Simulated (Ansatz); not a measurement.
What does this script print? It uses Ansatz 0.2.0, Python API.

Contents of `h3o2sb.xyz`:
```text
6

O    -1.19020   -0.73870   -0.18650
Sb    0.51210    0.14470   -0.75830
O     1.17070    0.11630    1.13260
H    -1.76800   -0.53330   -0.97260
H    -0.13480    1.76180   -0.56430
H     1.45240   -0.81480    1.30280
```

`methods_h3o2sb.py`:
```python
'''H3O2Sb at several levels of theory.'''

import warnings

import ansatz as az

params = {
    'basis': 'def2-SVP',
}

warnings.simplefilter('ignore', az.DeckWarning)

molecule = az.Crystal.molecule_from_extxyz('h3o2sb.xyz')

model = (
    molecule.calculation()
    .basis(gaussian=params['basis'])
    .accuracy('medium')
)

methods = ['mp2', 'ccsd', 'ccsd_t']
reports = [model.correlation(m).run(threads=1, backend='cpu').report for m in methods]
print(f'Hartree-Fock reference {reports[0]["reference_energy_ev"] / 27.211386246:.6f} Ha')
best = reports[-1]['free_energy_ev'] - reports[-1]['reference_energy_ev']
for method, each in zip(methods, reports):
    gained = each['free_energy_ev'] - each['reference_energy_ev']
    print(f'{method:8s} total {each["free_energy_ev"] / 27.211386246:.6f} Ha  correlation {gained:9.4f} eV  ({100 * gained / best:.1f} % of the last)')
```

```console
$ python methods_h3o2sb.py
Hartree-Fock reference -390.580948 Ha
mp2      total -391.088531 Ha  correlation  -13.8120 eV  (93.7 % of the last)
ccsd     total -391.109325 Ha  correlation  -14.3779 eV  (97.5 % of the last)
ccsd_t   total -391.122866 Ha  correlation  -14.7463 eV  (100.0 % of the last)
```

These settings explore the input space; basis and method may be short of convergence. The geometry is a force-field or estimated start, not a minimum of this method, and the basis set is short of its limit. A lower total doesn't mark the better method: functionals have no common bound, and MP2 and coupled cluster aren't variational. def2 sets replace the cores of elements past krypton by effective core potentials. Inner cores stay frozen; a filled d shell under the valence of the heavier atoms is correlated with it. Hardware and time: 12 s on 1 thread of Intel(R) Xeon(R) Platinum 8488C (Sapphire Rapids), with other jobs on the host, peak memory 0.27 GiB.

(Lines on the test bed's own set-up are left out of the output.)
